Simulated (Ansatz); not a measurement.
# C3H11HfN: a ladder of functionals and wavefunction methods

One table from this session's results is given with a row withheld; the runs are named, their logs left out.

Computed with Ansatz 0.2.0, Gaussian basis. Level: functionals in def2-TZVPP, the program's frozen cores in correlated methods.

Levels to be run: LDA (SPW92), PBE-D4, revPBE-D4, BLYP-D4, r2SCAN-D4, B97M-V, PBE0-D4, B3LYP-D4, r2SCANh-D4, r2SCAN0-D4, HSE06-D4, BHLYP-D4, CAM-B3LYP-D4, LC-ωPBE, ωB97X-V, ωB97M-V, B2PLYP, PBE-QIDH; CCSD(T)/def2-SVP; MP2/def2-TZVPP; MP2/def2-QZVPP; RPA on PBE.

1 further run of the same task is left out (for a known fault of the program). Runs told in other sessions of the task aren't counted.

## Structure used throughout

The geometry comes from an earlier relaxation with PBE0-D4 in a triple-zeta def2 set; it is a stationary point, not always the lowest conformer. Hf takes the def2 core potential; no spin-orbit term is included.

SMILES `[CH3][Hf]([CH3])([CH3])[NH2]`, 16 atoms, charge 0, spin multiplicity 1.

Atoms are counted from 1 here; the program's logs count them from 0.

Bond lengths: C1–Hf2 2.224 Å, C1–H6 1.098 Å, C1–H7 1.098 Å, C1–H8 1.097 Å, Hf2–C3 2.226 Å, Hf2–C4 2.227 Å, Hf2–N5 2.028 Å, C3–H9 1.098 Å, C3–H10 1.098 Å, C3–H11 1.096 Å, C4–H12 1.098 Å, C4–H13 1.097 Å, C4–H14 1.097 Å, N5–H15 1.012 Å, N5–H16 1.011 Å. Angles: Hf2–C1–H6 111.0°, Hf2–C1–H7 111.4°, Hf2–C1–H8 113.0°, H6–C1–H7 107.1°, H6–C1–H8 107.0°, H7–C1–H8 107.0°, C1–Hf2–C3 110.3°, C1–Hf2–C4 109.3°, C1–Hf2–N5 112.4°, C3–Hf2–C4 105.6°, C3–Hf2–N5 109.8°, C4–Hf2–N5 109.1°, Hf2–C3–H9 110.5°, Hf2–C3–H10 111.6°, Hf2–C3–H11 113.3°, H9–C3–H10 107.1°, H9–C3–H11 107.1°, H10–C3–H11 107.0° and more.

Coordinates:

```tsv
atom	x (Å)	y (Å)	z (Å)
C1	-1.8166	0.1659	-1.2347
Hf2	-0.0567	0.1729	0.1242
C3	0.0678	-1.7496	1.2396
C4	1.8085	0.2861	-1.0873
N5	-0.0954	1.7240	1.4299
H6	-1.5049	0.2563	-2.2838
H7	-2.3867	-0.7684	-1.1465
H8	-2.5152	0.9883	-1.0351
H9	0.4055	-2.5570	0.5761
H10	-0.9099	-2.0482	1.6389
H11	0.7634	-1.7164	2.0863
H12	1.8792	-0.5741	-1.7666
H13	1.8473	1.1914	-1.7052
H14	2.7139	0.2825	-0.4685
H15	0.5632	1.8629	2.1850
H16	-0.7634	2.4833	1.4479
```

The first run:

Contents of in.yaml:

```yaml
crystal:
  periodic: [false, false, false]
  atoms:
    - {symbol: C, position_ang: [-1.816638, 0.165852, -1.234711]}
    - {symbol: Hf, position_ang: [-0.056670, 0.172924, 0.124216]}
    - {symbol: C, position_ang: [0.067814, -1.749556, 1.239627]}
    - {symbol: C, position_ang: [1.808490, 0.286107, -1.087302]}
    - {symbol: N, position_ang: [-0.095409, 1.724015, 1.429852]}
    - {symbol: H, position_ang: [-1.504875, 0.256281, -2.283777]}
    - {symbol: H, position_ang: [-2.386749, -0.768394, -1.146515]}
    - {symbol: H, position_ang: [-2.515150, 0.988307, -1.035124]}
    - {symbol: H, position_ang: [0.405538, -2.557023, 0.576100]}
    - {symbol: H, position_ang: [-0.909917, -2.048199, 1.638947]}
    - {symbol: H, position_ang: [0.763444, -1.716391, 2.086252]}
    - {symbol: H, position_ang: [1.879213, -0.574054, -1.766640]}
    - {symbol: H, position_ang: [1.847271, 1.191419, -1.705222]}
    - {symbol: H, position_ang: [2.713869, 0.282456, -0.468545]}
    - {symbol: H, position_ang: [0.563175, 1.862925, 2.184969]}
    - {symbol: H, position_ang: [-0.763426, 2.483322, 1.447855]}
basis:
  gaussian: {orbitals: def2-TZVPP}
hamiltonian: {xc: lda}
output: {orbitals: {seedname: orbitals}}
```

Command:

```console
$ ansatz run in.yaml --threads 4 --pin off --events-out ev --progress --plain --max-ram 11315MiB
```

Among the steps run: LDA; PBE-D4 (GGA); revPBE-D4 (GGA); BLYP-D4 (GGA); r2SCAN-D4 (meta-GGA); B97M-V (meta-GGA); PBE0-D4 (hybrid); B3LYP-D4 (hybrid); r2SCANh-D4 (hybrid); r2SCAN0-D4 (hybrid); HSE06-D4 (hybrid); BHLYP-D4 (hybrid); CAM-B3LYP-D4 (range-separated); LC-ωPBE (range-separated); ωB97X-V (range-separated); ωB97M-V (range-separated); B2PLYP (double hybrid); PBE-QIDH (double hybrid).

One of the session's tables, all rows but one given; the rest of the session is left out.

It belongs to the step «Frontier levels by functional». 

```
  functional  HOMO (eV)  gap (eV)
 LDA (SPW92)      -5.87      4.26
      PBE-D4      -5.75      4.39
   revPBE-D4      -5.69      4.45
     BLYP-D4      -5.63      4.37
   r2SCAN-D4      -6.02      4.98
      B97M-V      -6.11      5.04
     PBE0-D4      -7.07      6.71
    B3LYP-D4      -6.84      6.22
  r2SCANh-D4      -6.51      5.82
  r2SCAN0-D4      -7.26      7.08
    HSE06-D4      -6.66      5.92
    BHLYP-D4      -8.30      8.83
CAM-B3LYP-D4      -8.49      9.19
     LC-ωPBE      -9.90     11.70
     ωB97X-V          ?         ?
     ωB97M-V      -9.41     10.50
```

**Question.** Estimate the row for ωB97X-V.

**Answer.** HOMO (eV): -9.53; gap (eV): 11.13. In the column «HOMO (eV)» it lies between LC-ωPBE (-9.90) and ωB97M-V (-9.41).
